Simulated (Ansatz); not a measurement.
# CH7AsSeSi: the cost of one run

Method: RKS PBE0-D4/def2-SVP, in Ansatz 0.2.0.

### Step 1. The starting structure

Bond lengths: C1–Si2 1.818 Å, Si2–As3 2.289 Å, Si2–Se4 2.222 Å, C1–H5 1.108 Å, C1–H6 1.174 Å, C1–H7 1.093 Å, Si2–H8 1.495 Å, As3–H9 1.591 Å, As3–H10 1.581 Å, Se4–H11 1.572 Å. Angles (14 of 16 angles, heavy atoms first): C1–Si2–As3 107.9°, C1–Si2–Se4 111.2°, As3–Si2–Se4 108.2°, C1–Si2–H8 110.4°, As3–Si2–H8 108.4°, Se4–Si2–H8 110.6°, Si2–C1–H5 111.9°, Si2–C1–H6 110.0°, Si2–C1–H7 112.9°, Si2–As3–H9 94.0°, Si2–As3–H10 93.6°, Si2–Se4–H11 92.1°, H5–C1–H6 104.2°, H5–C1–H7 109.9°.

Structure file:

```xyz
11

C    -0.7127    1.0869    0.1201
Si    0.1207   -0.2126   -0.8405
As    1.9445   -0.9094    0.3541
Se   -1.2126   -1.9623   -1.1547
H    -0.0729    1.9825    0.2444
H    -1.6492    1.4817   -0.4680
H    -1.0581    0.7380    1.0966
H     0.5944    0.3312   -2.1505
H     1.1448   -1.0121    1.7259
H     2.4026    0.5631    0.7028
H    -1.4360   -2.1440    0.3905
```

### Step 2. End point A

Contents of input.yaml:

```yaml
crystal:
  periodic: [false, false, false]
  atoms:
    - { symbol: C, position_ang: [-0.7127, 1.0869, 0.1201] }
    - { symbol: Si, position_ang: [0.1207, -0.2126, -0.8405] }
    - { symbol: As, position_ang: [1.9445, -0.9094, 0.3541] }
    - { symbol: Se, position_ang: [-1.2126, -1.9623, -1.1547] }
    - { symbol: H, position_ang: [-0.0729, 1.9825, 0.2444] }
    - { symbol: H, position_ang: [-1.6492, 1.4817, -0.468] }
    - { symbol: H, position_ang: [-1.0581, 0.738, 1.0966] }
    - { symbol: H, position_ang: [0.5944, 0.3312, -2.1505] }
    - { symbol: H, position_ang: [1.1448, -1.0121, 1.7259] }
    - { symbol: H, position_ang: [2.4026, 0.5631, 0.7028] }
    - { symbol: H, position_ang: [-1.436, -2.144, 0.3905] }
basis:
  gaussian: { orbitals: def2-SVP }
hamiltonian:
  xc: pbe0
  dispersion: d4
relax:
  f_tol: 0.015
  max_steps: 40
output:
  orbitals: {}
```

Run with:

```
> ansatz run input.yaml --threads 2 --pin off --max-ram 3072MiB --backend cpu --events-out ev --progress --plain --runs-dir out
```

Q: Estimate wall time and peak memory on 2 threads of Arm Neoverse V1, shared host.

About 60 s, with a peak of 0.38 GiB.
